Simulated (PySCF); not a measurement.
# C₂H₃N₃Si: electronic excitations at several levels of theory

How much do the electronic excitations of C₂H₃N₃Si (`N#C[SiH](N)C#N`) depend on the level of theory, and what does each level cost?

Computed with PySCF 2.14.0, with density-fitted response routines of our own, on a single molecule in the gas phase. Atoms count from 0, in the outputs and in this text.

### Step 1. Starting geometry

9 atoms, charge 0, multiplicity 1; geometry from: GFN2-xTB. The atoms were then displaced at random by about 0.03 Å, so the start is not that level's minimum.

Bonds of the start (Å): N0–C1 1.22, C1–Si2 1.90, Si2–N3 1.63, Si2–C4 1.85, C4–N5 1.17, Si2–H6 1.48, N3–H7 1.05, N3–H8 0.91.

### Step 2. Optimising the geometry at PBE0-D3(BJ)/def2-SVP

What the job is given:

```
{"job": {"xc": "PBE0", "basis": "def2-SVP", "d3": "d3bj", "grid": 1, "shake": 0.03, "kind": "geom"}, "charge": 0, "multiplicity": 1}
N      2.947030    -0.091180    -0.328660
C      1.766890    -0.002020    -0.040560
Si    -0.066500     0.048980     0.468660
N     -0.621920    -1.302910    -0.257080
C     -0.620380     1.700910    -0.159020
N     -1.036720     2.734970    -0.511190
H     -0.146560     0.003750     1.942590
H     -1.641200    -1.524800    -0.102260
H     -0.420770    -1.625150    -1.088500
```

The run is started by

```
OMP_NUM_THREADS=1 python probes_run.py task.json out
```

This one command runs all jobs of the session in turn.

The log of the run:

```text
step   0  E = -531.06949718  max force = 0.116213
step   1  E = -531.09545109  max force = 0.022448
step   2  E = -531.09635972  max force = 0.006137
step   3  E = -531.09691216  max force = 0.005772
step   4  E = -531.09697558  max force = 0.001040
step   5  E = -531.09703618  max force = 0.002440
step   6  E = -531.09709098  max force = 0.002951
step   7  E = -531.09713951  max force = 0.002220
step   8  E = -531.09716370  max force = 0.000775
step   9  E = -531.09717841  max force = 0.000854
step  10  E = -531.09719027  max force = 0.001416
step  11  E = -531.09719939  max force = 0.001150
step  12  E = -531.09720278  max force = 0.000416
optimisation converged
```

Run time: 28 s. Hardware: 1 thread of Intel Xeon 6975P-C, shared host; peak memory 0.42 GiB.

The steps of the relaxation:

```tsv
step	energy from step 0 (eV)	largest force component (eV/Å)
0	0.0000	5.9759
1	-0.7062	1.1543
2	-0.7310	0.3156
3	-0.7460	0.2968
4	-0.7477	0.0535
5	-0.7494	0.1255
6	-0.7509	0.1517
7	-0.7522	0.1142
8	-0.7528	0.0399
9	-0.7532	0.0439
10	-0.7536	0.0728
11	-0.7538	0.0591
12	-0.7539	0.0214
```

Distances of close pairs at the start and the end, largest changes first:

```tsv
bond	before (Å)	after (Å)	change (Å)
N3–H8	0.914	1.014	+0.100
Si2–N3	1.632	1.700	+0.068
N0–C1	1.218	1.159	-0.059
C1–Si2	1.903	1.854	-0.050
N3–H7	1.055	1.013	-0.041
Si2–C4	1.852	1.863	+0.011
C4–N5	1.169	1.160	-0.009
Si2–H6	1.477	1.480	+0.003
```

The final coordinates are the input of the step that follows.

```tsv
at the end point	value
point group (found at 0.08 Å tolerance)	C1
rotational constants (GHz, main isotopes)	3.699, 2.221, 1.518
dipole moment (D)	4.78
```

### Step 3. Ultraviolet spectrum: PBE0/aug-cc-pVDZ

What the job is given:

```
{"job": {"kind": "uv", "xc": "PBE0", "basis": "aug-cc-pVDZ"}, "charge": 0, "multiplicity": 1}
N      2.943762    -0.085980    -0.329453
C      1.825375    -0.032088    -0.029517
Si     0.033753     0.019811     0.444115
N     -0.771362    -1.273507    -0.310315
C     -0.517164     1.715312    -0.098143
N     -0.904654     2.753010    -0.441662
H     -0.126150    -0.055142     1.913522
H     -1.624659    -1.653348     0.082437
H     -0.699030    -1.445517    -1.307004
```

Level: TDDFT PBE0/aug-cc-pVDZ, vertical, gas phase, core orbitals frozen in the response.

The log of the run:

```text
coarse grid: 8848 points
cycle   1  E = -531.2974437947  dE =  6.346e-01  |g| = 5.665e-01  |ddm| = 7.381e+00
cycle   2  E = -531.0197245238  dE =  2.777e-01  |g| = 1.239e+00  |ddm| = 2.409e+00
cycle   3  E = -531.3703176220  dE = -3.506e-01  |g| = 1.909e-01  |ddm| = 1.625e+00
cycle   4  E = -531.3774934699  dE = -7.176e-03  |g| = 5.913e-02  |ddm| = 3.220e-01
cycle   5  E = -531.3782556036  dE = -7.621e-04  |g| = 1.337e-02  |ddm| = 1.007e-01
cycle   6  E = -531.3783023511  dE = -4.675e-05  |g| = 1.805e-03  |ddm| = 2.882e-02
cycle   7  E = -531.3783025018  dE = -1.507e-07  |g| = 1.755e-03  |ddm| = 4.340e-03
final grid: 83440 points
cycle   8  E = -531.3951409858  dE = -1.219e-05  |g| = 7.136e-03  |ddm| = 8.922e-02
cycle   9  E = -531.3951176225  dE =  2.336e-05  |g| = 1.263e-02  |ddm| = 2.603e-02
cycle  10  E = -531.3951511449  dE = -3.352e-05  |g| = 2.707e-03  |ddm| = 1.728e-02
cycle  11  E = -531.3951527729  dE = -1.628e-06  |g| = 4.426e-04  |ddm| = 3.816e-03
cycle  12  E = -531.3951528150  dE = -4.215e-08  |g| = 1.578e-04  |ddm| = 8.264e-04
cycle  13  E = -531.3951528179  dE = -2.861e-09  |g| = 1.131e-04  |ddm| = 3.019e-04
cycle  14  E = -531.3951528208  dE = -2.888e-09  |g| = 1.077e-05  |ddm| = 1.457e-04
cycle  15  E = -531.3951528208  dE = -3.013e-11  |g| = 2.204e-06  |ddm| = 3.174e-05
converged SCF energy = -531.3951528208

Static polarisability (au): isotropic 63.411, principal 50.739 64.867 74.626

Singlet excitations
state   eV       nm        f      main configurations
  1   5.8369    212.4   0.03294   H->L 0.98
  2   6.3262    196.0   0.00194   H->L+1 0.94
  3   6.6643    186.0   0.00041   H-1->L 0.76
  4   6.7666    183.2   0.00385   H-2->L 0.56, H-4->L 0.11, H-2->L+1 0.10
  5   7.0364    176.2   0.00229   H->L+2 0.43, H-4->L+1 0.11, H-2->L 0.10
  6   7.0662    175.5   0.00171   H-3->L 0.46, H-1->L+1 0.25, H->L+2 0.10
  7   7.1477    173.5   0.00290   H-3->L+1 0.38, H-2->L+1 0.18
  8   7.2284    171.5   0.00298   H-4->L 0.28, H-3->L+1 0.23, H-2->L+1 0.21
  9   7.2975    169.9   0.01220   H->L+2 0.23, H->L+3 0.23, H-4->L+1 0.21
 10   7.3681    168.3   0.01673   H->L+3 0.68, H->L+2 0.12

Triplet excitations (Tamm-Dancoff, eV): 5.3549 5.6137 5.6697 5.9694
```

Wall time 12 s (1 thread of Intel Xeon 6975P-C, shared host); peak memory 0.69 GiB.

Frontier orbitals and where they lie:

```tsv
orbital	eV	atoms
HOMO−3	-10.42	N0 36 %, C1 27 %, N5 18 %
HOMO−2	-10.18	N5 31 %, C4 22 %, N0 16 %
HOMO−1	-10.14	N5 35 %, C4 24 %, N0 23 %
HOMO	-8.93	N3 69 %, Si2 9 %, H7 5 %
LUMO	-1.76	Si2 25 %, C1 16 %, C4 14 %
LUMO+1	-1.27	Si2 22 %, C4 19 %, C1 19 %
LUMO+2	-0.52	Si2 32 %, C4 17 %, C1 16 %
```

With each of the 10 states as a Gaussian band of 0.4 eV half-width at 1/e, the curve within the window shown has maxima at 212 nm (ε 1,400), 171 nm (ε 1,500) L/(mol cm). Beyond the last state computed it falls off for lack of states. The curve at chosen wavelengths:

| nm | ε (L/mol/cm) |
| --- | --- |
| 162 | 669 |
| 165 | 1090 |
| 168 | 1414 |
| 171 | 1508 |
| 174 | 1366 |
| 177 | 1091 |
| 180 | 801 |
| 183 | 568 |
| 186 | 412 |
| 189 | 331 |
| 192 | 323 |
| 195 | 390 |
| 198 | 533 |
| 201 | 737 |
| 204 | 969 |
| 207 | 1178 |
| 210 | 1316 |
| 213 | 1351 |
| 216 | 1280 |
| 219 | 1125 |
| 222 | 922 |
| 225 | 708 |
| 228 | 512 |
| 231 | 351 |
| 234 | 229 |
| 237 | 142 |

Ground-state properties from the same run:

```tsv
property	computed
dipole moment (D)	4.84
polarisability (Å³)	9.40
HOMO–LUMO gap (eV)	7.16
−ε(HOMO) (eV)	8.93
```

### Step 4. Excited states and response: PBE0/def2-TZVPD

Same as in step 3 but for these lines:

```diff
@@ -1,2 +1,2 @@
-{"job": {"kind": "uv", "xc": "PBE0", "basis": "aug-cc-pVDZ"}, "charge": 0, "multiplicity": 1}
+{"job": {"kind": "uv", "xc": "PBE0", "basis": "def2-TZVPD"}, "charge": 0, "multiplicity": 1}
 N      2.943762    -0.085980    -0.329453
```

With the program's defaults for keys left out, this is: TDDFT PBE0/def2-TZVPD, vertical, gas phase, core orbitals frozen in the response.

The log of the run:

```text
coarse grid: 8848 points
cycle   1  E = -531.4046912505  dE =  5.880e-01  |g| = 5.968e-01  |ddm| = 2.762e+00
cycle   2  E = -531.1232655478  dE =  2.814e-01  |g| = 1.271e+00  |ddm| = 1.343e+00
cycle   3  E = -531.4780534576  dE = -3.548e-01  |g| = 2.195e-01  |ddm| = 8.082e-01
cycle   4  E = -531.4869299405  dE = -8.876e-03  |g| = 6.973e-02  |ddm| = 1.394e-01
cycle   5  E = -531.4879179787  dE = -9.880e-04  |g| = 1.695e-02  |ddm| = 5.427e-02
cycle   6  E = -531.4879827914  dE = -6.481e-05  |g| = 2.123e-03  |ddm| = 1.219e-02
cycle   7  E = -531.4879830987  dE = -3.073e-07  |g| = 1.903e-03  |ddm| = 2.333e-03
final grid: 83440 points
cycle   8  E = -531.4762600382  dE = -2.543e-05  |g| = 7.746e-03  |ddm| = 6.301e-02
cycle   9  E = -531.4762313531  dE =  2.869e-05  |g| = 1.397e-02  |ddm| = 1.244e-02
cycle  10  E = -531.4762704451  dE = -3.909e-05  |g| = 2.950e-03  |ddm| = 8.370e-03
cycle  11  E = -531.4762722538  dE = -1.809e-06  |g| = 5.360e-04  |ddm| = 1.697e-03
cycle  12  E = -531.4762723034  dE = -4.955e-08  |g| = 2.459e-04  |ddm| = 4.213e-04
cycle  13  E = -531.4762723126  dE = -9.200e-09  |g| = 1.391e-04  |ddm| = 2.050e-04
cycle  14  E = -531.4762723168  dE = -4.235e-09  |g| = 1.229e-05  |ddm| = 7.113e-05
cycle  15  E = -531.4762723169  dE = -3.740e-11  |g| = 2.754e-06  |ddm| = 1.353e-05
converged SCF energy = -531.4762723169

Static polarisability (au): isotropic 63.293, principal 50.840 64.627 74.411

Singlet excitations
state   eV       nm        f      main configurations
  1   5.8298    212.7   0.03152   H->L 0.98
  2   6.2895    197.1   0.00200   H->L+1 0.94
  3   6.6037    187.7   0.00046   H-1->L 0.76
  4   6.7048    184.9   0.00356   H-2->L 0.58, H-4->L 0.10, H-2->L+1 0.09
  5   6.9802    177.6   0.00070   H-3->L 0.30, H-1->L+1 0.23, H->L+2 0.15
  6   7.0002    177.1   0.00287   H->L+2 0.29, H-3->L 0.23, H-4->L+1 0.14
  7   7.0787    175.2   0.00235   H-3->L+1 0.41, H-2->L+1 0.16, H-1->L+1 0.09
  8   7.1556    173.3   0.00246   H-4->L 0.27, H-2->L+1 0.24, H-3->L+1 0.21
  9   7.2676    170.6   0.01415   H->L+2 0.42, H-4->L+1 0.22
 10   7.5624    163.9   0.02063   H->L+3 0.48, H-5->L 0.38

Triplet excitations (Tamm-Dancoff, eV): 5.3358 5.5664 5.6396 5.9064
```

Run time: 20 s. Hardware: 1 thread of Intel Xeon 6975P-C, shared host; peak memory 0.93 GiB.

In short: HOMO -8.99 eV, LUMO -1.82 eV; lowest singlet 5.83 eV.

### Step 5. Ultraviolet spectrum: PBE0/6-31+G*

Same as in step 4 but for these lines:

```diff
@@ -1,2 +1,2 @@
-{"job": {"kind": "uv", "xc": "PBE0", "basis": "def2-TZVPD"}, "charge": 0, "multiplicity": 1}
+{"job": {"kind": "uv", "xc": "PBE0", "basis": "6-31+G*"}, "charge": 0, "multiplicity": 1}
 N      2.943762    -0.085980    -0.329453
```

Level: TDDFT PBE0/6-31+G*, vertical, gas phase, core orbitals frozen in the response.

The log of the run:

```text
coarse grid: 8848 points
cycle   1  E = -531.3333982947  dE =  6.206e-01  |g| = 5.501e-01  |ddm| = 3.482e+00
cycle   2  E = -531.0768424457  dE =  2.566e-01  |g| = 1.194e+00  |ddm| = 1.639e+00
cycle   3  E = -531.4034553165  dE = -3.266e-01  |g| = 1.845e-01  |ddm| = 1.067e+00
cycle   4  E = -531.4101685476  dE = -6.713e-03  |g| = 5.915e-02  |ddm| = 1.890e-01
cycle   5  E = -531.4109383141  dE = -7.698e-04  |g| = 1.278e-02  |ddm| = 7.395e-02
cycle   6  E = -531.4109814105  dE = -4.310e-05  |g| = 1.655e-03  |ddm| = 1.561e-02
cycle   7  E = -531.4109815175  dE = -1.070e-07  |g| = 1.625e-03  |ddm| = 3.487e-03
final grid: 83440 points
cycle   8  E = -531.3528013025  dE = -1.294e-05  |g| = 7.226e-03  |ddm| = 1.975e-02
cycle   9  E = -531.3527782034  dE =  2.310e-05  |g| = 1.262e-02  |ddm| = 1.629e-02
cycle  10  E = -531.3528118830  dE = -3.368e-05  |g| = 2.852e-03  |ddm| = 1.067e-02
cycle  11  E = -531.3528137023  dE = -1.819e-06  |g| = 4.622e-04  |ddm| = 2.324e-03
cycle  12  E = -531.3528137483  dE = -4.598e-08  |g| = 1.755e-04  |ddm| = 5.866e-04
cycle  13  E = -531.3528137525  dE = -4.208e-09  |g| = 1.135e-04  |ddm| = 2.056e-04
cycle  14  E = -531.3528137554  dE = -2.916e-09  |g| = 9.761e-06  |ddm| = 8.972e-05
cycle  15  E = -531.3528137554  dE = -2.490e-11  |g| = 1.885e-06  |ddm| = 2.150e-05
converged SCF energy = -531.3528137554

Static polarisability (au): isotropic 57.948, principal 44.724 59.188 69.933

Singlet excitations
state   eV       nm        f      main configurations
  1   5.8168    213.1   0.03658   H->L 0.98
  2   6.3716    194.6   0.00131   H->L+1 0.93
  3   6.6673    186.0   0.00049   H-1->L 0.76
  4   6.7793    182.9   0.00438   H-2->L 0.60, H-4->L 0.11
  5   7.0713    175.3   0.00025   H-3->L 0.42, H-1->L+1 0.25
  6   7.0998    174.6   0.00339   H->L+2 0.35, H-4->L+1 0.17, H-3->L 0.12
  7   7.1881    172.5   0.00430   H-3->L+1 0.34, H-2->L+1 0.19, H-1->L+1 0.11
  8   7.2637    170.7   0.00394   H-4->L 0.26, H-3->L+1 0.25, H-2->L+1 0.19
  9   7.3742    168.1   0.01892   H->L+2 0.35, H-4->L+1 0.20, H->L+3 0.14
 10   7.4756    165.9   0.02025   H->L+3 0.72, H->L+2 0.09

Triplet excitations (Tamm-Dancoff, eV): 5.3371 5.6317 5.6818 5.9942
```

It took 8.3 s on 1 thread of Intel Xeon 6975P-C, shared host; peak memory 0.54 GiB.

Key values: HOMO -8.92 eV, LUMO -1.77 eV; lowest singlet 5.82 eV.

### Step 6. Side by side: electronic excitations

Excitations and ground-state properties, with basis size and wall time:

```tsv
run	lowest singlet (eV)	brightest (eV)	f	gap (eV)	α (Å³)	μ (D)	functions	time
PBE0/aug-cc-pVDZ	5.84	5.84	0.033	7.16	9.40	4.84	169	12 s
PBE0/def2-TZVPD	5.83	5.83	0.032	7.17	9.38	4.82	255	20 s
PBE0/6-31+G*	5.82	5.82	0.037	7.14	8.59	4.87	118	8.3 s
```

### Step 7. What came out

```
                            quantity                        value
                         point group                           C1
rotational constants (main isotopes)         3.70, 2.22, 1.52 GHz
   lowest singlet (PBE0/aug-cc-pVDZ)  5.84 eV (212 nm), f = 0.033
                      lowest triplet                      5.35 eV
         range of the lowest singlet              5.82 to 5.84 eV
```

What this shows: Single values in the summary come from the first run of each kind that ended normally (PBE0/aug-cc-pVDZ), which need not be the best level. The start was shaken at random, so part of the energy gained undoes that. Relaxing lowered the energy by 0.754 eV in 12 steps; the close pair that moved most is N3–H8, from 0.914 to 1.014 Å. No frequency check was run at this level, so the end point may be a saddle. The first singlet state (HOMO→LUMO 0.98) lies at 5.84 eV and is weak. The lowest triplet lies 0.48 eV below the lowest singlet (triplets in Tamm-Dancoff, singlets in full TDDFT). The lowest singlet runs from 5.82 eV (PBE0/6-31+G*) to 5.84 eV (PBE0/aug-cc-pVDZ), while the orbital gap spans 7.14 to 7.17 eV. The lowest state need not be the same one in every run.
